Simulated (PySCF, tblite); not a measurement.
# C5H11BrOSi: geometry, infrared bands and NMR shifts

Aim: predict the infrared bands and NMR shifts of C5H11BrOSi (`CC/C=C\CO[SiH2]Br`).

Computed with tblite 0.8.0 and PySCF 2.14.0, with density-fitted response routines of our own, on a single molecule in the gas phase. Atoms count from 0, in the outputs and in this text.

## (1) The starting structure

19 atoms, charge 0, multiplicity 1; geometry from: force field or distance geometry start.

Bonds of the start (Å): C0–C1 1.50, C1–C2 1.51, C2–C3 1.34, C3–C4 1.49, C4–O5 1.42, O5–Si6 1.67, Si6–Br7 2.20, C0–H8 1.10, C0–H9 1.09, C0–H10 1.09, C1–H11 1.11, C1–H12 1.09, C2–H13 1.09, C3–H14 1.10, C4–H15 1.09, C4–H16 1.09, Si6–H17 1.47, Si6–H18 1.49.

## (2) Relaxing the molecule with GFN2-xTB

Job settings and geometry (Å):

```
{"job": {"kind": "relax", "xc": "GFN2-xTB", "basis": "xTB"}, "charge": 0, "multiplicity": 1}
C     -2.543400    -0.351700    -0.923700
C     -1.819500    -1.027200     0.208200
C     -1.329300    -0.038600     1.238200
C     -0.077000     0.375100     1.449300
C      1.165600    -0.051800     0.740000
O      1.796400     1.137300     0.275200
Si     3.186900     0.998300    -0.631800
Br     2.643800     0.441800    -2.692100
H     -3.410600     0.213200    -0.555100
H     -2.919700    -1.095100    -1.633200
H     -1.897100     0.340900    -1.461800
H     -2.493300    -1.741100     0.717400
H     -0.997900    -1.628800    -0.175600
H     -2.117300     0.398100     1.854200
H      0.082900     1.108800     2.249600
H      0.939900    -0.711200    -0.097400
H      1.820800    -0.577300     1.440600
H      3.913900     2.280400    -0.639400
H      4.045100    -0.061900    -0.040500
```

The run is started by

```console
OMP_NUM_THREADS=1 python probes_run.py task.json out
```

One launch serves the whole session: the jobs run in the order shown.

**Question.** This job is followed by: GFN2-xTB harmonic vibrations, gas phase; GIAO PBE0/pcSseg-1 NMR shielding, non-relativistic, gas phase. What will the session give for the following? strongest single infrared mode (GFN2-xTB); zero-point energy (GFN2-xTB); ¹³C shifts against TMS (PBE0/pcSseg-1); ¹H shifts against TMS (PBE0/pcSseg-1, means over atoms taken as alike); ¹⁷O shifts against H2O (PBE0/pcSseg-1); ²⁹Si shifts against TMS (PBE0/pcSseg-1); ⁷⁹Br shifts against HBr (PBE0/pcSseg-1); surface potential, 1st and 99th percentile.

The runs gave:

```
                                                              quantity                                   value
                             strongest single infrared mode (GFN2-xTB)                    758 cm⁻¹, 279 km/mol
                                          zero-point energy (GFN2-xTB)                           93.1 kcal/mol
                                ¹³C shifts against TMS (PBE0/pcSseg-1)      147.2, 130.7, 62.4, 25.8, 16.3 ppm
¹H shifts against TMS (PBE0/pcSseg-1, means over atoms taken as alike)  5.96, 5.83, 5.61, 4.77, 2.28, 1.18 ppm
                                ¹⁷O shifts against H2O (PBE0/pcSseg-1)                                60.5 ppm
                               ²⁹Si shifts against TMS (PBE0/pcSseg-1)                               -21.8 ppm
                               ⁷⁹Br shifts against HBr (PBE0/pcSseg-1)                                 -15 ppm
                                 surface potential, 1st and 99th percentile                      -0.96 V and 1.21 V
```

**Reading.** The optimisation took 210 steps and gained 0.351 eV; among the close pairs (by a distance rule), O5–Si6 changed most, from 1.666 to 1.605 Å. All 51 modes are real, so the xTB geometry is a minimum. The strongest single mode, at 758 cm⁻¹, is spread over many atoms; the largest shares are those of H17, H18. Unscaled tight-binding wavenumbers are off by several per cent, some by more. Its intensities can rank the bands wrongly. At PBE0/pcSseg-1: The largest span, 462 ppm, is at Br7, where the paramagnetic term is -492 ppm. Spin-orbit coupling is left out, which matters for shieldings and couplings at and beside the heavy atoms.
